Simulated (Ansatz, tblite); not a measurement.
**Fac-TiF3(H2O)3 (F3H6O3Ti): a ladder of methods and basis sets**

An exercise on one series of results from a longer session: the logs are not shown, and one member is left open.

Program: Ansatz 0.2.0, Gaussian basis. Level of theory: as each input shows. These are calculated values, not measurements.

Plan: GFN1-xTB, GFN2-xTB, PBE-D4/def2-TZVP, r2SCAN-D4/def2-TZVP, r2SCANh-D4/def2-TZVP, LC-ωPBE/def2-TZVP, r2SCAN0-D4/def2-TZVP, PBE-D4/def2-SVP, PBE0-D4/def2-SVP, MP2/def2-TZVP, RPA/def2-TZVP.

1 further run of the same task is left out (set aside as unsound or not needed). Runs told in other sessions of the task aren't counted.

## The structure

The doublet was relaxed beforehand with PBE-D4/def2-SVP.

13 atoms, charge 0, spin multiplicity 2.

Bond lengths: F1–Ti7 1.829 Å, F2–Ti7 1.828 Å, F3–Ti7 1.919 Å, O4–Ti7 2.278 Å, O4–H8 0.980 Å, O4–H9 0.991 Å, O5–Ti7 2.278 Å, O5–H10 0.991 Å, O5–H11 0.980 Å, O6–Ti7 2.298 Å, O6–H12 0.982 Å, O6–H13 0.981 Å. Angles: Ti7–O4–H8 97.8°, Ti7–O4–H9 85.2°, H8–O4–H9 103.1°, Ti7–O5–H10 85.2°, Ti7–O5–H11 97.6°, H10–O5–H11 103.0°, Ti7–O6–H12 94.7°, Ti7–O6–H13 95.0°, H12–O6–H13 104.3°, F1–Ti7–F2 117.8°, F1–Ti7–F3 103.3°, F1–Ti7–O4 160.7°, F1–Ti7–O5 80.9°, F1–Ti7–O6 78.3°, F2–Ti7–F3 103.3°, F2–Ti7–O4 81.1°, F2–Ti7–O5 160.8°, F2–Ti7–O6 78.5° and more.

No spin-orbit coupling is included.

PBE0-D4/def2-TZVP was run before; its log isn't repeated, and its numbers join the tables.

Set-up of the first run:

Tight binding, by tblite at 300 K electronic temperature and without a spin-polarisation term:

```python
tblite.interface.Calculator('GFN1-xTB', numbers, positions, charge=0, uhf=1).singlepoint()
```

Tight binding, by tblite at 300 K electronic temperature and without a spin-polarisation term:

```python
tblite.interface.Calculator('GFN2-xTB', numbers, positions, charge=0, uhf=1).singlepoint()
```

start.molden holds the orbitals of an earlier run on this state, given as this run's starting guess.

Contents of in.yaml:

```yaml
crystal:
  periodic: [false, false, false]
  atoms:
    - {symbol: F, position_ang: [-0.253831, 0.055299, 2.042391]}
    - {symbol: F, position_ang: [2.049542, -0.204495, -0.061564]}
    - {symbol: F, position_ang: [0.150172, 2.039143, -0.088145]}
    - {symbol: O, position_ang: [0.225974, 0.309952, -1.970095]}
    - {symbol: O, position_ang: [-1.928169, 0.549651, -0.000467]}
    - {symbol: O, position_ang: [0.371982, -2.101090, 0.669841]}
    - {symbol: Ti, position_ang: [0.296992, 0.165751, 0.301766]}
    - {symbol: H, position_ang: [1.168284, 0.107385, -2.145251]}
    - {symbol: H, position_ang: [0.230806, 1.290600, -1.824592]}
    - {symbol: H, position_ang: [-1.667232, 1.501574, -0.091979]}
    - {symbol: H, position_ang: [-2.199678, 0.484214, 0.938587]}
    - {symbol: H, position_ang: [0.206842, -2.030683, 1.634936]}
    - {symbol: H, position_ang: [1.348336, -2.167319, 0.594573]}
basis:
  gaussian: {orbitals: def2-TZVP, initial_orbitals: start.molden}
magnetization: {spin_polarized: true, initial_magnetization: 1}
hamiltonian: {xc: pbe, dispersion: d4}
scf: {omitted_lower_state_checks: [starts]}
output: {forces: true, orbitals: {seedname: orbitals}}
```

On the command line:

```
$ ansatz run in.yaml --threads 4 --pin off --events-out ev --progress --plain --max-ram 4787MiB
```

Among the steps run: PBE-D4/def2-TZVP; r2SCAN-D4/def2-TZVP; r2SCANh-D4/def2-TZVP; LC-ωPBE/def2-TZVP; r2SCAN0-D4/def2-TZVP; PBE-D4/def2-SVP; PBE0-D4/def2-SVP; MP2/def2-TZVP; RPA/def2-TZVP.

One of the session's tables, all rows but one given; the rest of the session is left out.

It belongs to the step «Binding energy». 

```
               level  binding an atom (eV)
        HF/def2-TZVP                 2.648
     PBE-D4/def2-SVP                 4.061
    PBE0-D4/def2-SVP                 3.869
   PBE0-D4/def2-TZVP                 3.833
r2SCAN0-D4/def2-TZVP                 3.783
   LC-ωPBE/def2-TZVP                     ?
       MP2/def2-TZVP                 3.877
```

Q: Estimate the row for LC-ωPBE/def2-TZVP from the others.

The run gave: binding an atom (eV): 3.875. In the column «binding an atom (eV)» it lies between PBE0-D4/def2-SVP (3.869) and MP2/def2-TZVP (3.877).

To keep in mind: Free atoms were run apart at each level; binding is atoms less cluster, divided by the number of atoms, without zero-point or spin-orbit terms.
